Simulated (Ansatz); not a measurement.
# BGeH2 (doublet): wave-function methods side by side at distance Ge1–B2 = 3.482 Å, cc-pVTZ

One table from this session's results is given with a row withheld; the runs are named, their logs left out.

The runs use Ansatz 0.2.0, Gaussian basis; cc-pVTZ, core rule «outside noble gas», up to 15 orbitals frozen.

The runs, in order: UHF; CCSD(T) on ROHF; CCSD(T) on UHF; BCCD(T) on ROHF; CISD; CCSDT(Q) on ROHF; CCSDT(Q) on UHF; CASSCF and NEVPT2, 3 electrons in 3 orbitals; CASSCF and NEVPT2, 9 electrons in 10 orbitals.

## What is computed

The geometry derives from a PBE0/def2-TZVP stationary point (not a proven minimum). One bond is set to the value named and the two fragments are kept rigid. No spin-orbit coupling is included. The filled d shell of Ge may be among the frozen orbitals whatever the setting's name suggests; the logs give the count.

4 atoms, charge 0, spin multiplicity 2.

Atoms are counted from 1 here; the program's logs count them from 0.

Bond lengths: Ge1–H3 1.520 Å, Ge1–H4 1.520 Å. Angles: H3–Ge1–H4 119.5°.

The first run:

File in.yaml:

```yaml
crystal:
  periodic: [false, false, false]
  atoms:
    - {symbol: Ge, position_ang: [0.000000, 0.000000, -0.422388]}
    - {symbol: B, position_ang: [0.000000, 0.000000, 3.059612]}
    - {symbol: H, position_ang: [0.000000, 1.313392, -1.188164]}
    - {symbol: H, position_ang: [0.000000, -1.313392, -1.188164]}
basis:
  gaussian: {orbitals: cc-pVTZ}
magnetization: {spin_polarized: true, initial_magnetization: 1}
hamiltonian: {xc: hf}
output: {orbitals: {seedname: orbitals}}
```

The run is started by

```console
ansatz run in.yaml --threads 1 --pin off --events-out ev --progress --plain --max-ram 2816MiB --backend cpu
```

Among the steps run: UHF; CCSD(T) on ROHF; CCSD(T) on UHF; BCCD(T) on ROHF; CISD; CCSDT(Q) on ROHF; CCSDT(Q) on UHF; CASSCF and NEVPT2, 3 electrons in 3 orbitals; CASSCF and NEVPT2, 9 electrons in 10 orbitals.

One of the session's tables, all rows but one given; the rest of the session is left out.

```
        method  from RCCSDT(Q) (kcal/mol)
          ROHF                    +131.13
           UHF                    +123.81
          RMP2                     +34.21
          UMP2                     +36.87
          CISD                          ?
         RCCSD                      +6.21
         UCCSD                      +6.81
      RCCSD(T)                      +2.57
      UCCSD(T)                      +3.25
       BCCD(T)                      +2.57
        RCCSDT                      +0.55
        UCCSDT                      +0.98
     RCCSDT(Q)                          0
     UCCSDT(Q)                      +0.27
   CASSCF pair                    +119.07
   NEVPT2 pair                     +32.18
CASSCF valence                     +79.81
NEVPT2 valence                     +22.46
```

**Question.** Estimate the row for CISD.

The run gave: from RCCSDT(Q) (kcal/mol): +17.15. In the column «from RCCSDT(Q) (kcal/mol)» it lies between UCCSD (+6.81) and NEVPT2 valence (+22.46).

Caveats from the session: The determinant is far from a pure spin state, so its energy mixes those of several spin states (harmless only where they are near-degenerate, as at dissociation). Restricted and unrestricted rows rest on different reference determinants; where their highest levels disagree by more than a few hundredths of an eV, they describe different states and don't form one ladder.
